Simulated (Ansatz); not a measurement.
Working through a projected density of states of Cs3Bi, space group Fm-3m

With Ansatz 0.2.0 through its Python package.

Notebook, run cell by cell (the value of a cell's last expression is shown):

**Cell 1**
```python
import warnings

import ansatz
import numpy as np
```

**Cell 2**
```python
warnings.simplefilter("ignore", ansatz.DeckWarning)
```

**Cell 3**
```python
xtal = (
    ansatz.Lattice.of((0.0, 4.696594, 4.696594), (4.696594, 0.0, 4.696594), (4.696594, 4.696594, 0.0))
    .atom("Cs", (0.25, 0.25, 0.25))
    .atom("Cs", (0.75, 0.75, 0.75))
    .atom("Cs", (0.5, 0.5, 0.5))
    .atom("Bi", (0.0, 0.0, 0.0))
)

job = (
    xtal.calculation()
    .functional("r2SCAN")
    .basis(630, xc_grid=2)
    .kpoints(4, shift=0.5)
    .scf(tolerance=1e-07, self_checks="high")
    .occupations("fermi_dirac", width=0.05)
    .mixing("anderson")
    .scf(extra_bands=14)
    .density_of_states(projected=True, energy_step=0.1)
)
history = []
res = job.session().plan().execute(on_event=lambda event: history.append(event["data"]["dr2_ev"]) if event["event"] == "scf_iter" else None)
report = res.report
```

**Cell 4**
```python
report["free_energy_ev"]
```
Output:
```text
-29470.802852539546
```

**Cell 5**
```python
res.lattice.cell_ang
```
Output:
```text
array([[0.      , 4.696594, 4.696594],
       [4.696594, 0.      , 4.696594],
       [4.696594, 4.696594, 0.      ]])
```

**Cell 6**
```python
report["kpoints_frac"][:4]
```
Output:
```text
[[0.125, 0.125, 0.125], [0.125, 0.125, 0.375], [0.125, 0.125, -0.375], [0.125, 0.125, -0.125]]
```

**Cell 7**
```python
print("density residual by iteration (eV):", " ".join(f"{value:.1e}" for value in history[:40]))

dos = res.density_of_states()
energy = np.asarray(dos.energies_ev) - dos.fermi_ev
curves = {}
for site in res.projected_density_of_states().sites:
    for shell in site.shells:
        weight = sum(np.sum(curve.g_bin_mean_per_ev, axis=0) for curve in shell.curves)
        name = f"{site.species} {shell.label}"
        curves[name] = curves.get(name, 0) + weight

print("E-EF   " + " ".join(f"{name:>8s}" for name in curves))
for e in np.arange(-8, 6 + 0.1, 0.5):
    print(f"{e:5.1f}  " + " ".join(f"{np.interp(e, energy, g):8.3f}" for g in curves.values()))
```
Output:
```text
density residual by iteration (eV): 2.3e-01 1.1e-02 1.7e-03 2.3e-04 8.0e-06 6.5e-07 7.4e-08
E-EF      Cs 5S    Cs 6S    Cs 5P    Bi 6S    Bi 6P    Bi 5D
 -8.0     0.000    0.000    0.000    0.000    0.000    0.000
 -7.5     0.000    0.000    0.000    0.000    0.000    0.000
 -7.0     0.000    0.000    0.000    0.000    0.000    0.000
 -6.5     0.000    0.000    0.000    0.000    0.000    0.000
 -6.0     0.000    0.000    0.000    0.000    0.000    0.000
 -5.5     0.000    0.000    0.000    0.000    0.000    0.000
 -5.0     0.000    0.000    0.000    0.000    0.000    0.000
 -4.5     0.000    0.000    0.000    0.000    0.000    0.000
 -4.0     0.000    0.000    0.000    0.000    0.000    0.000
 -3.5     0.000    0.000    0.000    0.000    0.000    0.000
 -3.0     0.000    0.000    0.000    0.000    0.000    0.000
 -2.5     0.000    0.000    0.000    0.000    0.000    0.000
 -2.0     0.000    0.000    0.000    0.000    0.000    0.000
 -1.5     0.017    0.158    0.009    0.007    0.414    0.000
 -1.0     0.020    0.897    0.245    0.006   10.656    0.000
 -0.5     0.000    0.000    0.000    0.000    0.000    0.000
  0.0     0.000    0.000    0.000    0.000    0.000    0.000
  0.5     0.000    0.000    0.000    0.000    0.000    0.000
  1.0     0.016    0.164    0.004    0.028    0.041    0.000
  1.5     0.084    2.871    0.094    0.064    0.349    0.001
  2.0     0.052    1.329    0.041    0.078    0.548    0.000
  2.5     0.008    0.484    0.032    0.032    0.208    0.000
  3.0     0.008    0.156    0.005    0.004    0.049    0.000
  3.5     0.031    1.221    0.037    0.011    0.360    0.000
  4.0     0.021    0.701    0.024    0.013    0.425    0.000
  4.5     0.008    0.245    0.006    0.001    0.146    0.000
  5.0     0.003    0.219    0.005    0.011    0.135    0.000
  5.5     0.015    0.286    0.006    0.009    0.138    0.000
  6.0     0.000    0.011    0.000    0.000    0.010    0.000
```

Notes:
- The settings weren't tested for convergence.
- Spin-orbit coupling, left out here, can change this gap by several tenths of an eV, and inverted bands can meet off the mesh.
- The empty d shell of the heavier alkali and alkaline-earth atoms, which makes much of a conduction band, may have no channel.
- The mesh has less symmetry than the crystal, which the program warned of.
- An opening on this mesh may only mean that it misses a point where bands touch.
- The crystal has a gap of about 1.26 eV on the mesh; bins of finite width blur the band edges.
- Spin-orbit coupling, which matters for elements this heavy, is left out.
- This cell is a computed structure, which may not be the phase found in nature.
- Curves are summed over the cell's atoms. Only shells that the potentials hold have channels, so projections don't add up to the total, least of all where a shell is missing (p of most metals); heights and places of peaks move with the mesh.
- The computed bands are complete only to about 5.5 eV above the Fermi level; beyond that the density of states is undercounted.
- The script silences the warnings on its input, which a real study should read.
- Finished in 3.9 s on 1 thread of AMD EPYC 9R45 96-Core Processor (Zen 5), with other jobs on the host, peak memory 0.75 GiB.

(Lines on the test bed's own set-up are left out of the output.)
